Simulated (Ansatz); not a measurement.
# C2H6B2Se: ladder of methods at one geometry

The task is a ladder of methods at one geometry, for C2H6B2Se.

Computed with Ansatz 0.2.0 through its Python package. The levels of theory stand in the script.

## (1) The structure

Bond lengths: B1–B2 1.628 Å, B2–C3 1.628 Å, C3–Se4 1.975 Å, B2–C5 1.618 Å, Se4–C5 1.864 Å, B1–H6 1.162 Å, B1–H7 1.219 Å, C3–H8 1.072 Å, C3–H9 1.058 Å, C5–H10 1.085 Å, C5–H11 1.129 Å. Angles (14 of 19 angles, heavy atoms first): B1–B2–C3 137.2°, B1–B2–C5 134.2°, C3–B2–C5 88.6°, B2–C3–Se4 97.1°, C3–Se4–C5 72.3°, B2–C5–Se4 102.0°, B2–B1–H6 124.9°, B2–B1–H7 119.0°, B2–C3–H8 108.1°, B2–C3–H9 109.7°, Se4–C3–H8 111.5°, Se4–C3–H9 114.3°, B2–C5–H10 110.7°, B2–C5–H11 108.7°.

No structure file is read: the coordinates are typed or built in the script.

## (2) The code

Contents of run_methods.py:

```python
from pathlib import Path

import ansatz as az
from ase import Atoms
import numpy as np

params = {
    "basis_set": "def2-SVP",
}


def main() -> None:
    atoms = Atoms(["B", "B", "C", "Se", "C", "H", "H", "H", "H", "H", "H"], positions=[
        (0.1063, 1.6598, 0.9545),
        (-0.0013, 0.2541, 0.1412),
        (-1.1839, -0.7184, -0.4113),
        (-0.0146, -2.1137, -1.1784),
        (1.0807, -0.7919, -0.4524),
        (1.1001, 2.2064, 1.2094),
        (-0.9182, 2.2522, 1.2488),
        (-1.7327, -1.0868, 0.4325),
        (-1.7683, -0.1988, -1.1246),
        (1.7043, -0.3154, -1.2014),
        (1.693, -1.2045, 0.4022),
    ])
    mol = az.Crystal.molecule_from_ase(atoms)

    base = (
        mol.calculation()
        .basis(gaussian=params["basis_set"])
        .accuracy("medium")
    )

    print("functional    E (Ha)        dipole (D)   HOMO (eV)  LUMO (eV)")
    for name in ["hf", "hse06", "r2scan0", "pbe0"]:
        data = base.functional(name).forces().orbitals().run(threads=1, runs_dir="runs").report
        lines = Path(data["orbitals_path"]).read_text().splitlines()
        field_of = lambda key: [line.split("=")[1].strip() for line in lines if line.startswith(key)]
        orbitals = [(27.211386 * float(e), s, float(n)) for e, s, n in zip(field_of("Ene="), field_of("Spin="), field_of("Occup="))]
        homo = max(e for e, _, n in orbitals if n > 0.5)
        lumo = min(e for e, _, n in orbitals if n < 0.5)
        dipole = 4.803205 * np.linalg.norm(data["charge_distribution"]["dipole_moment_e_ang"])
        print(f"{name:10s} {data['free_energy_ev'] / 27.211386246:14.6f} {dipole:9.3f} {homo:11.3f} {lumo:10.3f}")


if __name__ == "__main__":
    main()
```

## (3) The calls as engine input

The package turns the script's settings into the engine's input (first run):

```yaml
crystal:
  periodic: [false, false, false]
  atoms:
    - { symbol: B, position_ang: [0.1063, 1.6598, 0.9545] }
    - { symbol: B, position_ang: [-0.0013, 0.2541, 0.1412] }
    - { symbol: C, position_ang: [-1.1839, -0.7184, -0.4113] }
    - { symbol: Se, position_ang: [-0.0146, -2.1137, -1.1784] }
    - { symbol: C, position_ang: [1.0807, -0.7919, -0.4524] }
    - { symbol: H, position_ang: [1.1001, 2.2064, 1.2094] }
    - { symbol: H, position_ang: [-0.9182, 2.2522, 1.2488] }
    - { symbol: H, position_ang: [-1.7327, -1.0868, 0.4325] }
    - { symbol: H, position_ang: [-1.7683, -0.1988, -1.1246] }
    - { symbol: H, position_ang: [1.7043, -0.3154, -1.2014] }
    - { symbol: H, position_ang: [1.693, -1.2045, 0.4022] }
accuracy: medium
basis:
  gaussian:
    orbitals: def2-SVP
hamiltonian:
  xc: hf
output:
  orbitals: {}
  forces: true
```

## (4) Launch

Started as:

```sh
> python run_methods.py
```

Output:

```text
functional    E (Ha)        dipole (D)   HOMO (eV)  LUMO (eV)
hf           -2527.941307     2.218      -8.427      0.192
hse06        -2530.116997     1.225      -5.606     -3.813
r2scan0      -2530.464495     1.543      -6.116     -3.326
pbe0         -2530.122489     1.279      -5.986     -3.435
```

Run time: 34 s. Hardware: 1 thread of Arm Neoverse V1, shared host; peak memory 0.36 GiB.

## (5) What changed from run to run

The engine's inputs for the other runs:

Run 2, against run 1:

```diff
@@ -20 +20 @@
-  xc: hf
+  xc: hse06
```

Run 3, against run 1:

```diff
@@ -20 +20 @@
-  xc: hf
+  xc: r2scan0
```

Run 4, against run 1:

```diff
@@ -20 +20 @@
-  xc: hf
+  xc: pbe0
```

## (6) What each run gave

One row for each of the 4 runs:

```
run  functional  energy (eV)  SCF cycles  CPU time (s)
  1          hf  -68788.7873          13           3.5
  2       hse06  -68847.9908          19           8.2
  3     r2scan0  -68857.4468          19            14
  4        pbe0  -68848.1403          19           7.6
```

Totals under unlike functionals or potentials can't be compared directly.

The fields below are those of run 1.

## (7) The molecule's orbitals and density

The fields below are evaluated on a grid from the run's orbitals.

Frontier orbitals at Hartree-Fock/def2-SVP, with the share of their density that lies nearest to each atom:

```
orbital  energy (eV)                                  lies on
   HOMO        -8.43                                 Se4 83 %
   LUMO         0.19  B1 40 %; B2 30 %; H6, H7 about 9 % each
```

ELF in a plane through or near 7 of the atoms.

Ten even steps from '0' (0.00) to '9' (1.00):
```
0000000000000000000000000000
0000000000000000000000000000
0000000000000000000000000000
0000000000000000000000000000
0000014420000011211000000000
0001899993000135653100000000
0005999995101233454311000000
0006999996335772558644331000
0003899996785798588323664100
0000257633793556343453686210
0000247633693456453565586310
0002799985785798488223675200
0004999997434672547544542100
0004999996101244454211110000
0001899993000035642000000000
0000014420000011210000000000
0000000000000000000000000000
0000000000000000000000000000
0000000000000000000000000000
0000000000000000000000000000
```
The map spans 10.3 Å across and 8.7 Å up, centred on the molecule. Atoms in the plane (x, y in Å): B1 (-1.9, 0.0), B2 (-0.3, 0.0), C3 (0.9, 1.2), Se4 (2.4, 0.0), C5 (0.9, -1.1), H6 (-2.5, -1.0), H7 (-2.6, 1.0).

On the surface of density 0.002 e/bohr³ the electrostatic potential runs, from the 1st to the 99th percentile, from -1.20 V near Se4 to 2.59 V near B1.

## (8) Summary of results

```
                                               quantity    value
                                          runs compared        4
HOMO-LUMO gap of the mean field (Hartree-Fock/def2-SVP)  8.62 eV
```

What this shows: All 4 runs converged, in 13 to 19 cycles. What to keep in mind:
- The geometry is a force-field or estimated start, not a minimum of this method, and the basis set is short of its limit. A lower total doesn't mark the better method: functionals have no common bound, and MP2 and coupled cluster aren't variational.
- Levels such as HOMO and LUMO are orbital energies: with these approximate functionals they aren't the ionisation energy and electron affinity, and their gap isn't the fundamental gap.
- hse06 follows the composition of plane-wave codes, whose totals differ by tens of mHa, up to about 0.1 Ha, from the form usual in Gaussian-basis programs (wpbeh).
